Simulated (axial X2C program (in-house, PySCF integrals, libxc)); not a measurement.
**IB⁻: from the state search to constants**

What are the state, bond length, wavenumber and bond energy of IB⁻, and what does spin–orbit coupling change?

Computed with an in-house X2C program for linear molecules on PySCF integrals. Level: all-electron X2C, I dyall-acv3z, B dyall-av3z.

All values are calculated.

### Step 1. Set-up

The input, task.json:

```json
{
 "zs": [
  53,
  5
 ],
 "q": -1,
 "bas": [
  "dyall-acv3z",
  "dyall-av3z"
 ],
 "levels": [
  "PBE0",
  "HF",
  "TPSS"
 ],
 "cc": true,
 "r0": 2.18,
 "thr": -2.0,
 "nmax": 90,
 "npts": 10,
 "nst": 2,
 "ntry": 6
}
```

Keys: zs atomic numbers; q charge; bas basis sets; levels methods (HF also brings MP2); cc coupled cluster on or off; r0 starting distance in Å; thr threshold in hartree for freezing inner shells (an s shell follows its p shell); nmax most natural virtual spinors; npts points asked for on the curve; nst determinants followed; ntry starts of the search.

On the command line:

```sh
python so2c.py task.json out
```

Spin-free means the one-electron spin-free X2C Hamiltonian; two-component (2c) means X2C with spin–orbit coupling and atomic mean-field two-electron Coulomb and Gaunt terms. Basis: I dyall-acv3z contracted to [12s13p9d5f1g], B dyall-av3z contracted to [8s7p3d2f]; Gaussian nuclei, density fitting. Masses: I 126.904 u, B 11.009 u.

Notation: σ, π±, δ± give the projection m of an orbital's angular momentum (0, ±1, ±2), α and β its spin, Λ and M_S the sums; ω is the projection of a spinor's total angular momentum and Ω the sum. Logs are in hartree.

The results follow Hamiltonian by Hamiltonian and level by level.

### Step 2. Search for the lowest determinant

PBE0 moves the distance from 2.180 Å to 2.367 Å and compares determinants there.

Spin-free determinants:

```tsv
ΔE (eV)	state	open shells
0.00	M_S = 1/2, Λ = 1	beyond closed shells: π+α
1.24	M_S = 1/2, Λ = 0	beyond closed shells: σα
1.61	M_S = 3/2, Λ = 0	beyond closed shells: σα, π+α, π-α
2.81	M_S = 1/2, Λ = 0	beyond closed shells: σβ, π+α, π-α
3.07	M_S = 1/2, Λ = 0	beyond closed shells: σα, π+β, π-α
3.07	M_S = 1/2, Λ = 2	beyond closed shells: σα, π+α, π+β
3.12	M_S = 3/2, Λ = 1	beyond closed shells: 2 × σα, π+α
```

Two-component determinants:

```tsv
ΔE (eV)	state	open shells
0.00	Ω = 1/2	excess of +ω over −ω: ω = 1/2
0.05	Ω = 3/2	excess of +ω over −ω: ω = 3/2
2.79	Ω = 1/2	excess of +ω over −ω: 2 × ω = -1/2, ω = 3/2
3.07	Ω = 5/2	excess of +ω over −ω: 2 × ω = 1/2, ω = 3/2
3.10	Ω = 1/2	excess of +ω over −ω: ω = 1/2
3.78	Ω = 3/2	excess of +ω over −ω: 3 × ω = 1/2
4.12	Ω = 5/2	excess of +ω over −ω: ω = -1/2, 2 × ω = 3/2
```

### Step 3. PBE0, spin-free

State followed: M_S = 1/2, Λ = 1 (beyond closed shells: π+α). The scan is laid around 2.367 Å, a first estimate of the minimum, and this SCF restarts from the orbitals of the search.

The SCF at the reference distance of 2.367 Å:

```text
spin-free X2C-1e  PBE0
basis functions 198  fitting functions 1003  grid points 5081
iter        total energy     max residual
   1      -7140.111131790     2.68e-05
   2      -7140.111131816     2.09e-05
   3      -7140.111131835     1.03e-05
   4      -7140.111131841     6.28e-06
   5      -7140.111131844     1.55e-06
   6      -7140.111131844     5.87e-07
converged
one-electron -9917.25054784  Coulomb 2904.88900939  exact exchange -46.06262314  xc functional -140.93156717  nuclear repulsion 59.24459691
```

Along the bond, energies from the lowest point:

```
R (Å)  E (eV)  μ (D)  HOMO (eV)  LUMO (eV)  iterations
2.059  0.3132  -7.24       1.38       2.74          13
2.154  0.1238  -6.86       1.26       2.76          12
2.225  0.0465  -6.56       1.16       2.74          12
2.296  0.0087  -6.25       1.06       2.71          13
2.367  0.0000  -5.94       0.95       2.68           6
2.450  0.0164  -5.60       0.82       2.63          12
2.533  0.0528  -5.26       0.68       2.57          11
2.639  0.1184  -4.84       0.51       2.47          11
2.769  0.2142  -4.36       0.29       2.34          11
2.959  0.3633  -3.72      -0.02       2.13          12
```

Dipoles are positive if B is the positive end and refer to the centre of mass.

Outer orbitals at the reference distance:

| symmetry | occupied | ε (eV) | atomic character |
| --- | --- | --- | --- |
| σα | yes | -13.85 | 75% I s, 10% B p, 7% B d |
| σβ | yes | -13.79 | 75% I s, 10% B p, 7% B d |
| σα | yes | -6.28 | 46% B s, 42% I p, 4% I d |
| σβ | yes | -5.52 | 51% I p, 38% B s, 4% I s |
| π+α | yes | -2.90 | 81% I p, 11% B p, 5% B d |
| π-α | yes | -2.77 | 83% I p, 8% B p, 6% B d |
| π+β | yes | -2.71 | 84% I p, 6% B p, 6% B d |
| π-β | yes | -2.71 | 84% I p, 6% B p, 6% B d |
| σα | yes | -1.77 | 33% I p, 30% B p, 26% B s |
| σβ | yes | -1.32 | 34% B s, 30% B p, 25% I p |
| π+α | yes | 0.95 | 76% B p, 11% I d, 7% I p |
| π-α | no | 2.68 | 88% B p, 6% I d, 3% I p |
| σα | no | 2.78 | 88% B p, 8% I p |
| σβ | no | 2.90 | 81% B p, 12% I p, 5% B s |
| π+α | no | 2.94 | 98% B p |

PBE0 fields in the half plane through the axis: z from -2.4 to 4.5 Å across, distance from the axis 0.15 to 2.25 Å upwards; I lies at z = 0 and B at z = 2.367 Å; the ELF is damped to zero where the density is low.

log10 density (e/bohr³). Ten even steps from ' ' (-3.93 ) to '@' (1.84 ):
```
      ......::::::::......................      
    ....::::::::::::::::::::::::::::::......    
  ....::::--------------::::::::::::::::::....  
....::::----==========----------------::::::....
....::----==============------======----::::....
..::::--====++++++++++================----::::..
..::----==++++**##**++++========++++====----::..
..::----==++**%%@@%%**++======**##++====----::..
```

ELF. Ten even steps from '0' (0.00 ) to '9' (1.00 ):
```
000123344310000123332100
001235566541001245654210
002356777763111467876420
013567888775213688887631
024577776676434789998752
124677522246546789999863
135675257525666104999863
135673467633773290899873
```

Re = 2.357 Å, ωe = 344 cm⁻¹, ωexe = 3.16 cm⁻¹, Be = 0.2996 cm⁻¹, De = 1.16 eV, μ = -5.99 D.

### Step 4. HF, spin-free

The SCF at the reference distance of 2.367 Å:

```text
spin-free X2C-1e  HF
basis functions 198  fitting functions 1003  grid points 5081
iter        total energy     max residual
   1      -7137.367434100     2.34e-01
   2      -7137.388385957     4.41e-03
   3      -7137.389416695     2.60e-03
   4      -7137.389650006     1.87e-03
   5      -7137.389760599     1.28e-03
   6      -7137.389823717     7.58e-04
   7      -7137.389850443     3.03e-04
   8      -7137.389859686     1.35e-04
   9      -7137.389861399     7.80e-05
  10      -7137.389862077     4.97e-05
  11      -7137.389862327     2.02e-05
  12      -7137.389862388     5.59e-06
  13      -7137.389862392     1.78e-06
  14      -7137.389862392     7.90e-07
converged
one-electron -9916.57292647  Coulomb 2904.26552356  exact exchange -184.32705639  xc functional 0.00000000  nuclear repulsion 59.24459691
```

No constants are quoted: too few points lie around the minimum for a second fit to confirm the first.

### Step 5. TPSS, spin-free

The SCF at the reference distance of 2.367 Å:

```text
spin-free X2C-1e  TPSS
basis functions 198  fitting functions 1003  grid points 5081
iter        total energy     max residual
   1      -7140.192374396     1.33e-01
   2      -7140.194133355     4.91e-03
   3      -7140.193441077     5.34e-03
   4      -7140.194203088     3.52e-03
   5      -7140.194468060     9.30e-04
   6      -7140.194494150     1.34e-04
   7      -7140.194494538     5.09e-05
   8      -7140.194494631     1.02e-05
   9      -7140.194494635     5.74e-06
  10      -7140.194494637     4.94e-07
converged
one-electron -9916.25392524  Coulomb 2903.86560789  exact exchange 0.00000000  xc functional -187.05077420  nuclear repulsion 59.24459691
```

Re = 2.369 Å, ωe = 335 cm⁻¹, ωexe = 3.11 cm⁻¹, Be = 0.2966 cm⁻¹, De = 1.05 eV, μ = -6.36 D.

### Step 6. Correlated methods, spin-free

Correlated methods: 11 electrons correlated (frozen shells, counted by type: I 4 s, 3 p, 2 d; B 1 s), 287 virtual spinors in MP2, 90 natural virtuals in coupled cluster.

Output of the correlated part at 2.367 Å:

```text
correlated 11  virtual 287  natural virtual 90  E(MP2) -0.226480606  MP2 remainder -0.011117419
iter   CCSD correlation   residual
   1     -0.234766478   1.32e-01
   2     -0.243516029   5.47e-02
   3     -0.245019367   2.24e-02
   4     -0.245264122   9.32e-03
   5     -0.245343316   2.86e-03
   6     -0.245347130   1.17e-03
   7     -0.245351717   5.26e-04
   8     -0.245355151   2.20e-04
   9     -0.245353909   8.12e-05
  10     -0.245354243   3.16e-05
  11     -0.245354029   1.09e-05
  12     -0.245354128   4.44e-06
  13     -0.245354127   1.95e-06
(T) -0.012032809  T1 0.0252  D1 0.0504  max T2 0.069
```

T1 in the output is the amplitude norm over the root of the electron number; divide by √2 for the Lee–Taylor value.

MP2: Re = 2.359 Å, ωe = 334 cm⁻¹, Be = 0.299 cm⁻¹, De = 0.964 eV.

CCSD: Re = 2.412 Å, ωe = 296.7 cm⁻¹, Be = 0.2861 cm⁻¹, De = 0.863 eV. T1 at Re = 0.018 (Lee–Taylor, the printed value over √2).

CCSD(T): Re = 2.395 Å, ωe = 313 cm⁻¹, Be = 0.2902 cm⁻¹, De = 0.961 eV. T1 at Re = 0.018 (Lee–Taylor, the printed value over √2).

### Step 7. A higher determinant, spin-free

State: M_S = 1/2, Λ = 0 (beyond closed shells: σα).

Output at the reference distance:

```text
spin-free X2C-1e  PBE0
basis functions 198  fitting functions 1003  grid points 5081
iter        total energy     max residual
   1      -7140.065651238     4.76e-06
   2      -7140.065651237     7.96e-06
converged
one-electron -9912.66309965  Coulomb 2900.22257384  exact exchange -46.02947189  xc functional -140.84025046  nuclear repulsion 59.24459691
```

```
R (Å)  E above the lowest PBE0 point (eV)
2.059                               1.115
2.154                               1.089
2.225                               1.125
2.296                               1.181
2.367                               1.238
2.450                               1.285
2.533                               1.307
2.639                               1.306
2.769                               1.277
```

No constants are quoted: the solution changes its character somewhere along the scan, so the fit is set aside.

### Step 8. The spin-free curves together

Energy (eV) of the followed determinant, spin-free, from each level's lowest point:

```
R (Å)   PBE0     HF    MP2   CCSD  CCSD(T)   TPSS
2.059  0.313  0.614  0.311    n/a      n/a  0.329
2.154  0.124  0.355  0.123  0.166    0.154  0.135
2.225  0.047  0.227  0.046  0.076    0.068  0.054
2.296  0.009  0.139  0.009  0.024    0.019  0.012
2.367  0.000  0.079  0.000  0.001    0.000  0.000
2.450  0.016  0.035  0.015  0.000    0.004  0.012
2.533  0.053  0.011  0.048  0.018    0.027  0.044
2.639  0.118  0.000  0.106  0.057    0.074  0.105
2.769  0.214  0.004  0.189    n/a      n/a  0.196
2.959  0.363  0.030  0.313    n/a      n/a  0.341
```

### Step 9. PBE0, 2c

State followed: Ω = 1/2 (excess of +ω over −ω: ω = 1/2). The scan is laid around 2.367 Å, a first estimate of the minimum, and this SCF restarts from the orbitals of the search.

Output at 2.367 Å:

```text
two-component X2C + atomic mean field  PBE0
basis functions 198  fitting functions 1003  grid points 5081
iter        total energy     max residual
   1      -7137.135518254     1.79e-05
   2      -7137.135518268     1.68e-05
   3      -7137.135518278     6.48e-06
   4      -7137.135518280     3.83e-06
   5      -7137.135518282     4.55e-07
converged
one-electron -9908.35458761  Coulomb 2903.18779514  exact exchange -46.03424532  xc functional -140.85072041  nuclear repulsion 59.24459691  atomic mean-field constant -4.32835700
```

Along the bond, energies from the lowest point:

```
R (Å)  E (eV)  μ (D)  HOMO (eV)  LUMO (eV)  iterations
2.059  0.3109  -7.31       1.35       2.78          13
2.154  0.1220  -6.93       1.23       2.77          12
2.225  0.0451  -6.62       1.13       2.75          12
2.296  0.0079  -6.32       1.03       2.72          12
2.367  0.0000  -6.01       0.93       2.69           5
2.450  0.0174  -5.67       0.80       2.64          12
2.533  0.0549  -5.33       0.67       2.58          11
2.639  0.1219  -4.92       0.50       2.49          11
2.769  0.2195  -4.44       0.29       2.36          12
2.959  0.3709  -3.81      -0.02       2.15          12
```

Dipoles are positive if B is the positive end and refer to the centre of mass.

Outer spinors at the reference distance:

```json
{"ω": "-1/2", "occupied": "yes", "ε (eV)": "-13.87", "atomic character": "75% I s, 10% B p, 7% B d", "λ mixture": "100% σ"}
{"ω": "1/2", "occupied": "yes", "ε (eV)": "-13.81", "atomic character": "75% I s, 10% B p, 7% B d", "λ mixture": "100% σ"}
{"ω": "-1/2", "occupied": "yes", "ε (eV)": "-6.30", "atomic character": "45% B s, 43% I p, 4% I d", "λ mixture": "99% σ, 1% π"}
{"ω": "1/2", "occupied": "yes", "ε (eV)": "-5.56", "atomic character": "53% I p, 36% B s, 3% I s", "λ mixture": "98% σ, 2% π"}
{"ω": "1/2", "occupied": "yes", "ε (eV)": "-3.23", "atomic character": "80% I p, 9% B p, 5% B d", "λ mixture": "96% π, 4% σ"}
{"ω": "-1/2", "occupied": "yes", "ε (eV)": "-3.11", "atomic character": "81% I p, 6% B p, 6% B d", "λ mixture": "94% π, 6% σ"}
{"ω": "-3/2", "occupied": "yes", "ε (eV)": "-2.49", "atomic character": "82% I p, 9% B p, 6% B d", "λ mixture": "100% π"}
{"ω": "3/2", "occupied": "yes", "ε (eV)": "-2.43", "atomic character": "84% I p, 7% B p, 6% B d", "λ mixture": "100% π"}
{"ω": "-1/2", "occupied": "yes", "ε (eV)": "-1.69", "atomic character": "36% I p, 29% B p, 24% B s", "λ mixture": "94% σ, 6% π"}
{"ω": "1/2", "occupied": "yes", "ε (eV)": "-1.28", "atomic character": "33% B s, 30% B p, 26% I p", "λ mixture": "98% σ, 2% π"}
{"ω": "1/2", "occupied": "yes", "ε (eV)": "0.93", "atomic character": "77% B p, 11% I d, 6% I p", "λ mixture": "100% π"}
{"ω": "-3/2", "occupied": "no", "ε (eV)": "2.69", "atomic character": "88% B p, 5% I d, 3% I p", "λ mixture": "100% π"}
{"ω": "-1/2", "occupied": "no", "ε (eV)": "2.80", "atomic character": "89% B p, 8% I p", "λ mixture": "100% σ"}
{"ω": "1/2", "occupied": "no", "ε (eV)": "2.91", "atomic character": "82% B p, 12% I p, 3% B s", "λ mixture": "100% σ"}
{"ω": "1/2", "occupied": "no", "ε (eV)": "2.94", "atomic character": "98% B p", "λ mixture": "100% π"}
```

PBE0 fields in the half plane through the axis: z from -2.4 to 4.5 Å across, distance from the axis 0.15 to 2.25 Å upwards; I lies at z = 0 and B at z = 2.367 Å; the ELF is damped to zero where the density is low.

log10 density (e/bohr³). Ten even steps from ' ' (-3.92 ) to '@' (1.84 ):
```
      ......::::::::......................      
    ....::::::::::::::::::::::::::::::......    
  ....::::--------------::::::::::::::::::....  
....::::----==========----------------::::::....
....::----==============------======----::::....
..::::--====++++++++++================----::::..
..::----==++++**##**++++========++++====----::..
..::----==++**%%@@%%**++======**##++====----::..
```

ELF. Ten even steps from ' ' (0.00 ) to '@' (1.00 ):
```
      ..::----==----..        ..::------::..    
    ..::--++++****++--..    ..::==++**++==::..  
    ::--++**########++--......==**######**==::  
  ..--++**##%%%%%%####++::..--**%%%%%%%%##**--..
  ::==++########****##**==--==##%%@@@@@@%%##++::
..::==**####++::::::==**++==**##%%@@@@@@@@%%**--
..--++**##++::++##++::++******..  ==@@@@@@%%**--
..--++**##--==**##**==--####--::@@  %%@@@@%%##==
```

Re = 2.354 Å, ωe = 346 cm⁻¹, ωexe = 3.17 cm⁻¹, Be = 0.3002 cm⁻¹, De = 1.18 eV, μ = -6.07 D.

### Step 10. HF, 2c

The SCF at the reference distance of 2.367 Å:

```text
two-component X2C + atomic mean field  HF
basis functions 198  fitting functions 1003  grid points 5081
iter        total energy     max residual
   1      -7134.387533830     2.50e-01
   2      -7134.408569464     4.44e-03
   3      -7134.409630987     2.88e-03
   4      -7134.409873689     1.91e-03
   5      -7134.409988340     1.30e-03
   6      -7134.410052781     7.63e-04
   7      -7134.410079575     3.03e-04
   8      -7134.410088750     1.36e-04
   9      -7134.410090538     7.87e-05
  10      -7134.410091225     4.96e-05
  11      -7134.410091481     2.17e-05
  12      -7134.410091550     5.68e-06
  13      -7134.410091555     1.82e-06
  14      -7134.410091556     7.43e-07
converged
one-electron -9907.68056982  Coulomb 2902.56782991  exact exchange -184.21359156  xc functional 0.00000000  nuclear repulsion 59.24459691  atomic mean-field constant -4.32835700
```

No constants are quoted: too few points lie around the minimum for a second fit to confirm the first.

### Step 11. TPSS, 2c

Output at 2.367 Å:

```text
two-component X2C + atomic mean field  TPSS
basis functions 198  fitting functions 1003  grid points 5081
iter        total energy     max residual
   1      -7137.213862906     1.33e-01
   2      -7137.215634105     4.93e-03
   3      -7137.214792545     6.17e-03
   4      -7137.215647638     4.14e-03
   5      -7137.215994629     8.52e-04
   6      -7137.216017336     1.36e-04
   7      -7137.216017732     5.34e-05
   8      -7137.216017834     1.02e-05
   9      -7137.216017838     6.23e-06
  10      -7137.216017840     5.18e-07
converged
one-electron -9907.35727158  Coulomb 2902.16390366  exact exchange 0.00000000  xc functional -186.93888984  nuclear repulsion 59.24459691  atomic mean-field constant -4.32835700
```

Re = 2.366 Å, ωe = 337 cm⁻¹, ωexe = 3.12 cm⁻¹, Be = 0.2971 cm⁻¹, De = 1.08 eV, μ = -6.44 D.

### Step 12. MP2 and beyond, 2c

Correlated methods: 11 electrons correlated (frozen shells, counted by type: I 4 s, 3 p, 2 d; B 1 s), 287 virtual spinors in MP2, 90 natural virtuals in coupled cluster.

Output of the correlated part at 2.367 Å:

```text
correlated 11  virtual 287  natural virtual 90  E(MP2) -0.226203637  MP2 remainder -0.011132361
iter   CCSD correlation   residual
   1     -0.234367039   1.32e-01
   2     -0.243061132   5.46e-02
   3     -0.244576531   2.24e-02
   4     -0.244815802   9.27e-03
   5     -0.244894225   2.85e-03
   6     -0.244898175   1.19e-03
   7     -0.244902877   5.54e-04
   8     -0.244906443   2.51e-04
   9     -0.244904988   1.14e-04
  10     -0.244905348   6.56e-05
  11     -0.244904886   4.01e-05
  12     -0.244905198   2.36e-05
  13     -0.244905167   1.14e-05
  14     -0.244905228   4.72e-06
  15     -0.244905255   1.93e-06
  16     -0.244905269   8.65e-07
(T) -0.012002604  T1 0.0252  D1 0.0503  max T2 0.066
```

MP2: Re = 2.356 Å, ωe = 337 cm⁻¹, Be = 0.2999 cm⁻¹, De = 0.986 eV.

CCSD: Re = 2.410 Å, ωe = 298.7 cm⁻¹, Be = 0.2866 cm⁻¹, De = 0.880 eV. T1 at Re = 0.018 (Lee–Taylor, the printed value over √2).

CCSD(T): Re = 2.393 Å, ωe = 313 cm⁻¹, Be = 0.2906 cm⁻¹, De = 0.980 eV. T1 at Re = 0.018 (Lee–Taylor, the printed value over √2).

### Step 13. A higher determinant, 2c

State: Ω = 3/2 (excess of +ω over −ω: ω = 3/2).

Output at the reference distance:

```text
two-component X2C + atomic mean field  PBE0
basis functions 198  fitting functions 1003  grid points 5081
iter        total energy     max residual
   1      -7137.133809099     2.53e-05
   2      -7137.133809146     1.63e-05
   3      -7137.133809161     1.02e-05
   4      -7137.133809170     5.74e-06
   5      -7137.133809174     7.92e-07
   6      -7137.133809174     4.46e-07
converged
one-electron -9908.37518988  Coulomb 2903.21065120  exact exchange -46.03456053  xc functional -140.85094988  nuclear repulsion 59.24459691  atomic mean-field constant -4.32835700
```

```
R (Å)  E above the lowest PBE0 point (eV)
2.059                               0.370
2.154                               0.178
2.225                               0.098
2.296                               0.058
2.367                               0.047
2.450                               0.060
2.533                               0.093
2.639                               0.156
2.769                               0.248
```

Re = 2.365 Å, ωe = 338 cm⁻¹, ωexe = 3.11 cm⁻¹, Be = 0.2975 cm⁻¹, μ = -5.92 D. Te = 0.05 eV.

### Step 14. The 2c curves together

Energy (eV) of the followed determinant, 2c, from each level's lowest point:

```
R (Å)   PBE0     HF    MP2   CCSD  CCSD(T)   TPSS
2.059  0.311  0.610  0.308    n/a      n/a  0.328
2.154  0.122  0.351  0.120  0.164    0.153  0.133
2.225  0.045  0.223  0.045  0.072    0.065  0.053
2.296  0.008  0.135  0.008  0.023    0.019  0.012
2.367  0.000  0.076  0.000  0.000    0.000  0.000
2.450  0.017  0.033  0.016  0.000    0.004  0.013
2.533  0.055  0.010  0.050  0.018    0.029  0.046
2.639  0.122  0.000  0.110  0.059    0.077  0.108
2.769  0.219  0.006  0.195    n/a      n/a  0.201
2.959  0.371  0.033  0.323    n/a      n/a  0.348
```

Time for the job: 2.6 min (1 thread, shared host).

### Step 15. Constants

Lowest determinant that the search found at its distance, spin-free: M_S = 1/2, Λ = 1 (beyond closed shells: π+α).

Lowest determinant that the search found at its distance, 2c: Ω = 1/2 (excess of +ω over −ω: ω = 1/2).

```csv
Hamiltonian,level,Re (Å),ωe (cm⁻¹),De (eV)
spin-free,PBE0,2.357,344,1.16
spin-free,MP2,2.359,334,0.964
spin-free,CCSD,2.412,296.7,0.863
spin-free,CCSD(T),2.395,313,0.961
spin-free,TPSS,2.369,335,1.05
2c,PBE0,2.354,346,1.18
2c,MP2,2.356,337,0.986
2c,CCSD,2.410,298.7,0.880
2c,CCSD(T),2.393,313,0.980
2c,TPSS,2.366,337,1.08
```

No constants: spin-free HF (too few points lie around the minimum for a second fit to confirm the first); 2c HF (too few points lie around the minimum for a second fit to confirm the first).

Time per point (s) on 1 thread, shared host (2c runs; CCSD comes with the CCSD(T) run); the times are rough: PBE0 0.66, MP2 0.84, CCSD(T) 5.2, TPSS 0.7.

In words: At CCSD(T), going from spin-free to two-component changes Re by -2 mÅ, ωe by -0.1 %; the spin-free picture holds up (part of it comes from the scalar share of the two-electron terms). De moves by +0.02 eV; both De rest on single-determinant atoms, which can miss part of an open shell's spin–orbit lowering. The highest occupied level is positive at the mean-field levels quoted, but negative in the Hartree–Fock runs, so self-interaction plays a part.

De refers to I- + B, each in the lowest determinant found, which need not be this curve's own limit. The state is a single determinant with fixed occupations, the lowest that a limited PBE0 search found. De is counted from the lowest determinant-based energies of the atoms at the same level, without counterpoise correction. Density functionals use the spin component along the axis (collinear). CCSD and (T) use frozen natural virtuals with an MP2 correction for the truncation. The meta-GGAs lack a current-density term, which matters for open shells with orbital currents, atoms included.
